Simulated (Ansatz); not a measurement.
# C₂H₅NSi: basis-set convergence

An exercise on one series of results from a longer session: the logs are not shown, and one member is left open.

Program: Ansatz 0.2.0, Gaussian basis. Level of theory: one geometry, several basis sets. These are calculated values, not measurements.

The runs, in order: PBE0-D4/def2-SVP; ωB97M-V/def2-SVP; PBE0-D4/def2-QZVPP; ωB97M-V/def2-QZVPP; the functionals' def2-TZVPP values are taken from earlier runs.

**The relaxed structure**

All runs share one geometry, relaxed beforehand with PBE0-D4 in a triple-zeta def2 set.

SMILES `C1=C[SiH2]N1`, 9 atoms, charge 0, spin multiplicity 1.

Atoms are counted from 1 here; the program's logs count them from 0.

Bond lengths: C1–C2 1.352 Å, C1–N4 1.410 Å, C1–H5 1.090 Å, C2–Si3 1.835 Å, C2–H6 1.076 Å, Si3–N4 1.775 Å, Si3–H7 1.486 Å, Si3–H8 1.487 Å, N4–H9 1.008 Å. Angles: C2–C1–N4 109.6°, C2–C1–H5 129.7°, N4–C1–H5 120.7°, C1–C2–Si3 85.9°, C1–C2–H6 128.3°, Si3–C2–H6 145.8°, C2–Si3–N4 77.3°, C2–Si3–H7 121.9°, C2–Si3–H8 117.8°, N4–Si3–H7 114.8°, N4–Si3–H8 113.5°, H7–Si3–H8 108.4°, C1–N4–Si3 86.6°, C1–N4–H9 118.6°, Si3–N4–H9 129.9°.

Set-up of the first run:

Contents of in.yaml:

```yaml
crystal:
  periodic: [false, false, false]
  atoms:
    - {symbol: C, position_ang: [-0.514648, 0.890238, -0.358949]}
    - {symbol: C, position_ang: [0.773490, 0.906186, 0.050203]}
    - {symbol: Si, position_ang: [0.586057, -0.905423, 0.277417]}
    - {symbol: N, position_ang: [-0.963464, -0.442645, -0.454470]}
    - {symbol: H, position_ang: [-1.168221, 1.718492, -0.631674]}
    - {symbol: H, position_ang: [1.443325, 1.746520, 0.111608]}
    - {symbol: H, position_ang: [1.381098, -1.881693, -0.512568]}
    - {symbol: H, position_ang: [0.455674, -1.420866, 1.666230]}
    - {symbol: H, position_ang: [-1.904912, -0.657009, -0.165095]}
basis:
  gaussian: {orbitals: def2-SVP}
hamiltonian: {xc: pbe0, dispersion: d4}
output: {orbitals: {seedname: orbitals}}
```

On the command line:

```sh
ansatz run in.yaml --threads 2 --pin off --events-out ev --progress --plain --max-ram 4352MiB
```

Among the steps run: PBE0-D4 in def2-SVP; ωB97M-V in def2-SVP; PBE0-D4 in def2-QZVPP; ωB97M-V in def2-QZVPP.

One of the session's tables, all rows but one given; the rest of the session is left out.

It belongs to the step «Density functionals: the series». 

| functional | basis | HOMO (eV) | LUMO (eV) |
| --- | --- | --- | --- |
| PBE0-D4 | def2-SVP | -6.11 | 0.31 |
| PBE0-D4 | def2-TZVPP | ? | ? |
| PBE0-D4 | def2-QZVPP | -6.29 | -0.10 |
| ωB97M-V | def2-SVP | -8.32 | 2.44 |
| ωB97M-V | def2-TZVPP | -8.47 | 1.71 |
| ωB97M-V | def2-QZVPP | -8.50 | 1.29 |

Q: Estimate the row for PBE0-D4, def2-TZVPP from the others.

As computed: HOMO (eV): -6.26; LUMO (eV): 0.04. In the column «HOMO (eV)» it lies between PBE0-D4, def2-QZVPP (-6.29) and PBE0-D4, def2-SVP (-6.11).
